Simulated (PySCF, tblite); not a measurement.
# C₂H₈F₃NSi₂: geometry, infrared bands and NMR shifts

Aim: predict the infrared bands and NMR shifts of C₂H₈F₃NSi₂ (`F[SiH2]N[SiH2]CC(F)F`).

The runs use tblite 0.8.0 and PySCF 2.14.0, with density-fitted response routines of our own; the level of theory stands in each step. All values are computed, except where a source is named. Atoms are numbered from 0 throughout.

### 1 The starting structure

16 atoms, charge 0, multiplicity 1; geometry from: force field or distance geometry start.

Bonds of the start (Å): F0–Si1 1.69, Si1–N2 1.73, N2–Si3 1.78, Si3–C4 1.88, C4–C5 1.51, C5–F6 1.36, C5–F7 1.38, Si1–H8 1.47, Si1–H9 1.49, N2–H10 1.04, Si3–H11 1.47, Si3–H12 1.46, C4–H13 1.14, C4–H14 1.09, C5–H15 1.10.

### 2 Optimising the geometry with GFN2-xTB

The job: settings as JSON, then the geometry in Å.

```
{"job": {"kind": "relax", "xc": "GFN2-xTB", "basis": "xTB"}, "charge": 0, "multiplicity": 1}
F      2.650000     1.909600     1.228600
Si     2.431300     0.275100     0.865500
N      1.699900     0.092500    -0.694600
Si     0.028500     0.691100    -0.837500
C     -1.253300    -0.665100    -0.624000
C     -2.331500    -0.314200     0.370200
F     -1.716900    -0.107900     1.569400
F     -3.119400    -1.435400     0.500400
H      1.707100    -0.341100     1.982400
H      3.782700    -0.342500     0.826400
H      1.861400    -0.812300    -1.179100
H     -0.204300     1.821600     0.069500
H     -0.134100     1.191600    -2.198800
H     -1.694300    -0.900200    -1.644900
H     -0.756500    -1.583700    -0.298100
H     -2.958200     0.530100     0.053200
```

Run with:

```bash
> OMP_NUM_THREADS=1 python probes_run.py task.json out
```

This one command runs all jobs of the session in turn.

**Question.** This job is followed by: GFN2-xTB harmonic vibrations, gas phase; GIAO PBE0/pcSseg-1 NMR shielding, non-relativistic, gas phase. Predict these results of the whole session: strongest single infrared mode (GFN2-xTB); zero-point energy (GFN2-xTB); 13C shifts against TMS (PBE0/pcSseg-1); 1H shifts against TMS (PBE0/pcSseg-1, means over atoms taken as alike); 19F shifts against CFCl3 (PBE0/pcSseg-1, means over atoms taken as alike); 29Si shifts against TMS (PBE0/pcSseg-1); 15N shifts against NH3 (PBE0/pcSseg-1).

As calculated:

| quantity | value |
| --- | --- |
| strongest single infrared mode (GFN2-xTB) | 2311 cm⁻¹, 424 km/mol |
| zero-point energy (GFN2-xTB) | 63.1 kcal/mol |
| 13C shifts against TMS (PBE0/pcSseg-1) | 124.8, 23.7 ppm |
| 1H shifts against TMS (PBE0/pcSseg-1, means over atoms taken as alike) | 6.35, 5.37, 5.01, 1.42, -0.13 ppm |
| 19F shifts against CFCl3 (PBE0/pcSseg-1, means over atoms taken as alike) | -122.2, -209.2 ppm |
| 29Si shifts against TMS (PBE0/pcSseg-1) | -10.0, -40.4 ppm |
| 15N shifts against NH3 (PBE0/pcSseg-1) | 17.2 ppm |

In words: Over 218 steps the energy fell by 0.608 eV; of the close pairs, F0–Si1 changed most, 1.689 to 1.604 Å. All 42 modes are real, so the xTB geometry is a minimum. The strongest single mode, at 2311 cm⁻¹, moves mainly H8. GFN2-xTB is a fitted tight-binding method: band positions and strengths are rough. Its intensities can rank the bands wrongly. The most deshielded hydrogen is H15 (hydrogen on an sp3 CH bonded to 2 F), at 6.35 ppm: its carbon carries F, an electronegative neighbour. At PBE0/pcSseg-1: The widest tensor belongs to F6, F7: span 179 ppm, with a paramagnetic part of -180 ppm.
